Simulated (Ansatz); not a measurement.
# C6H18O3Si3: the cost of one run

Program: Ansatz 0.2.0 (single point, wB97M-V, Gaussian basis). Host: Arm Neoverse N1, 56 cores, 56 hardware threads, 90 GiB; it was booked for these runs alone, one at a time. Each run is timed once from launch to exit, start-up included.

## (1) The system

A molecule of 30 atoms and 120 electrons, SMILES C[Si]1(C)O[Si](C)(C)O[Si](C)(C)O1, in the basis def2-tzvpd.

## (2) First run

The input, input.yaml:

```yaml
crystal:
  periodic: [false, false, false]
  atoms:
    - { symbol: C, position_ang: [-1.5800, -1.6500, -2.1500] }
    - { symbol: Si, position_ang: [-1.0800, -1.3700, -0.3700] }
    - { symbol: C, position_ang: [-1.8800, -2.6800, 0.7000] }
    - { symbol: O, position_ang: [0.5900, -1.4200, -0.2100] }
    - { symbol: Si, position_ang: [1.7600, -0.2600, 0.1000] }
    - { symbol: C, position_ang: [2.7900, 0.0600, -1.4400] }
    - { symbol: C, position_ang: [2.8900, -0.8100, 1.4800] }
    - { symbol: O, position_ang: [0.9300, 1.1300, 0.5400] }
    - { symbol: Si, position_ang: [-0.6900, 1.5700, 0.5000] }
    - { symbol: C, position_ang: [-0.9900, 2.8600, -0.8300] }
    - { symbol: C, position_ang: [-1.2300, 2.2500, 2.1500] }
    - { symbol: O, position_ang: [-1.5400, 0.1600, 0.1300] }
    - { symbol: H, position_ang: [-2.6600, -1.5900, -2.2700] }
    - { symbol: H, position_ang: [-1.2500, -2.6400, -2.4900] }
    - { symbol: H, position_ang: [-1.1200, -0.9000, -2.8000] }
    - { symbol: H, position_ang: [-1.6100, -2.5400, 1.7500] }
    - { symbol: H, position_ang: [-2.9700, -2.6300, 0.6200] }
    - { symbol: H, position_ang: [-1.5600, -3.6800, 0.3900] }
    - { symbol: H, position_ang: [2.1500, 0.3800, -2.2700] }
    - { symbol: H, position_ang: [3.3100, -0.8500, -1.7500] }
    - { symbol: H, position_ang: [3.5300, 0.8400, -1.2500] }
    - { symbol: H, position_ang: [3.4200, -1.7300, 1.2100] }
    - { symbol: H, position_ang: [3.6400, -0.0500, 1.7000] }
    - { symbol: H, position_ang: [2.3200, -1.0100, 2.3900] }
    - { symbol: H, position_ang: [-0.4100, 3.7700, -0.6100] }
    - { symbol: H, position_ang: [-0.6800, 2.4900, -1.8100] }
    - { symbol: H, position_ang: [-2.0500, 3.1300, -0.8800] }
    - { symbol: H, position_ang: [-0.6600, 3.1500, 2.4000] }
    - { symbol: H, position_ang: [-2.3000, 2.5100, 2.1300] }
    - { symbol: H, position_ang: [-1.0700, 1.5200, 2.9400] }
basis:
  gaussian: { orbitals: def2-tzvpd }
hamiltonian: { xc: { name: wB97M-V } }
```

Run with:

```console
$ taskset -c 8-63 ansatz run input.yaml --threads 56 --backend cpu --max-ram 64GiB --events-out ev --progress --plain --runs-dir out
```

Q: Estimate wall time and peak memory on 56 threads of Arm Neoverse N1, host not shared.

About 22 s, with a peak of 7.1 GiB.
